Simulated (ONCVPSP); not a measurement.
# An ONCV potential for zinc, from input to tests

Do these settings give a usable potential? It is generated, then checked for transferability, scattering, ghosts and hardness.

The numbers are computed with ONCVPSP 4.0.1 (PBE, fully relativistic, spin-unpolarised reference atom).

## 1. The atom and the settings

Typed settings, in words:

| Item | Value |
| --- | --- |
| element | zinc (Zn, Z = 30) |
| type | optimised norm-conserving Vanderbilt (ONCV) |
| frozen core | [Ne] |
| valence charge | 20 |
| reference configuration | 3s2 3p6 3d10 4s2 |
| partial waves | 3s+4s: rc 1.30 bohr, ncon 4, nbas 8, qcut 10.6 1/bohr, 3 projectors, debl 0.7 Ha; 3p: rc 0.85 bohr, ncon 3, nbas 8, qcut 19.8 1/bohr, 2 projectors, debl 0.3 Ha; 3d: rc 0.85 bohr, ncon 3, nbas 7, qcut 21.9 1/bohr, 2 projectors, debl 2.3 Ha |
| local potential | polynomial inside 0.85 bohr (lpopt 2, dvloc0 0 Ha) |
| core correction | Teter function, fcfact 1.75, rcfact 1.7 |

The outer shells as boxes (Hund's rule for the drawing; the calculation is spin-unpolarised):

```
[Ne] core
3s [↑↓]
3p [↑↓][↑↓][↑↓]
3d [↑↓][↑↓][↑↓][↑↓][↑↓]
4s [↑↓]
```

The nodes and maxima of the atom's own shells, from an earlier all-electron run, set the scale for the radii.

All-electron outer shells of the reference configuration (PBE, scalar-relativistic, ld1.x):

```csv
shell,level (eV),outermost node (bohr),outermost maximum (bohr)
2p,-1004.03,–,0.15
3s,-129.23,0.28,0.59
3p,-83.40,0.25,0.59
3d,-10.14,–,0.57
4s,-5.98,0.85,2.09
4p,-1.12,0.92,3.08
```

## 2. Generating the potential

Zn.dat reads:

```
# ATOM AND REFERENCE CONFIGURATION
# atsym  z   nc   nv     iexc    psfile
  Zn 30.00    3    4        4      upf
#
#   n    l    f
    1    0    2.00
    2    0    2.00
    2    1    6.00
    3    0    2.00
    3    1    6.00
    3    2   10.00
    4    0    2.00
#
# PSEUDOPOTENTIAL AND OPTIMIZATION
# lmax
    2
#
#   l,   rc,      ep,       ncon, nbas, qcut
    0    1.30    0.00    4    8   10.60
    1    0.85    0.00    3    8   19.80
    2    0.85    0.00    3    7   21.90
#
# LOCAL POTENTIAL
# lloc, lpopt,  rc(5),   dvloc0
    4    2    0.85    0.00
#
# VANDERBILT-KLEINMAN-BYLANDER PROJECTORs
# l, nproj, debl
    0    3    0.70
    1    2    0.30
    2    2    2.30
#
# MODEL CORE CHARGE
# icmod, fcfact, rcfact
    3    1.75    1.70
#
# LOG DERIVATIVE ANALYSIS
# epsh1, epsh2, depsh
   -6.00    5.00    0.04
#
# OUTPUT GRID
# rlmax, drl
    6.00    0.01
#
# TEST CONFIGURATIONS
# ncnf
    4
# nvcnf
#   n    l    f
    4
    3    0    2.00
    3    1    6.00
    3    2   10.00
    4    0    1.00
#
    4
    3    0    2.00
    3    1    6.00
    3    2   10.00
    4    0    0.00
#
    4
    3    0    2.00
    3    1    6.00
    3    2    9.00
    4    0    0.00
#
    5
    3    0    2.00
    3    1    6.00
    3    2    9.00
    4    0    2.00
    4    1    1.00
#
```

The run is started by

```
$ oncvpspr.x < Zn.dat > Zn.out
```

What does the calculation give? Wanted: cutoffs for 1 and 0.1 mHa per electron, occupied waves; bound ghosts; GHOST(+) flags; largest test error; largest phase difference near zero energy, channels read; rms error of d²Exc/dn², without and with the model core; projector energies reset by the program.

**Answer**, as computed:

```
                                                quantity                              value
  cutoffs for 1 and 0.1 mHa per electron, occupied waves                  150 Ha and 173 Ha
                                            bound ghosts                         none found
                                          GHOST(+) flags                 none at low energy
                            largest test error (AE − PS)  +4.1 meV, for 3s2 3p6 3d9 4s2 4p1
largest phase difference near zero energy, channels read                          0.000 rad
 rms error of d²Exc/dn², without and with the model core                  9.02 and 6.05 mHa
                 projector energies reset by the program                p: -3.027, 0.250 Ha
```

What this shows: By total energies transferability is very good: the largest error is 4.1 meV on 12.2 eV, for 3s2 3p6 3d9 4s2 4p1. The potential is very hard: the looser tolerance needs 150 Ha. At the looser tolerance the 3d wave is the slowest; 3p needs 105 Ha. The program's ghost test flags no bound state. Near zero energy the phases of the channels with partial waves agree within 0.001 rad.
